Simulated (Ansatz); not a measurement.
AlSn:

```xyz
2
Lattice="4.1981 0.0000 0.0000 -2.0991 3.6357 0.0000 0.0000 0.0000 3.3068" Properties=species:S:1:pos:R:3 pbc="T T T"
Sn    0.0000    2.4238    1.6534
Al    0.0000    0.0000    0.0000
```

The cell comes from a database or a generator and needn't be the stable form of this composition.

- Program: Ansatz 0.2.0
- Task: relaxation of cell and atoms
- Functional: PBE
- Dispersion: D4
- Potentials or basis: Ansatz PAW
- Cutoff: 420 eV (not typed: the program's choice for these potentials)
- k mesh: 7 × 7 × 8
- Occupations: fermi-dirac, width 0.05 eV
- Spin: no spin polarisation

At the start: volume 25.24 Å³/atom.

How do energy, volume and symmetry change on relaxing?

It ends after 5 steps and the volume is 24.31 Å³/atom (-3.7 %); space group P-6m2 (No. 187, to 0.05 Å).

Step by step:
```csv
step,energy change (eV),largest force (eV/Å),volume (Å³)
1,0.0000,0.0000,50.47
2,-0.0105,0.0000,47.95
3,-0.0119,0.0000,48.67
4,-0.0119,0.0000,48.62
5,-0.0116,0.0000,48.62
```

Final structure:
```
Sn Al
1.0
     4.13343    0.00000    0.00000
    -2.06672    3.57966    0.00000
     0.00000    0.00000    3.28596
Sn Al
1 1
Direct
  0.33333 0.66667 0.50000
  0.00000 0.00000 0.00000
```

Caveat: the plane-wave basis is chosen anew once the cell has moved, so the energies of steps on either side of that aren't comparable; pairwise dispersion overbinds metals, which lowers pressure and volume.
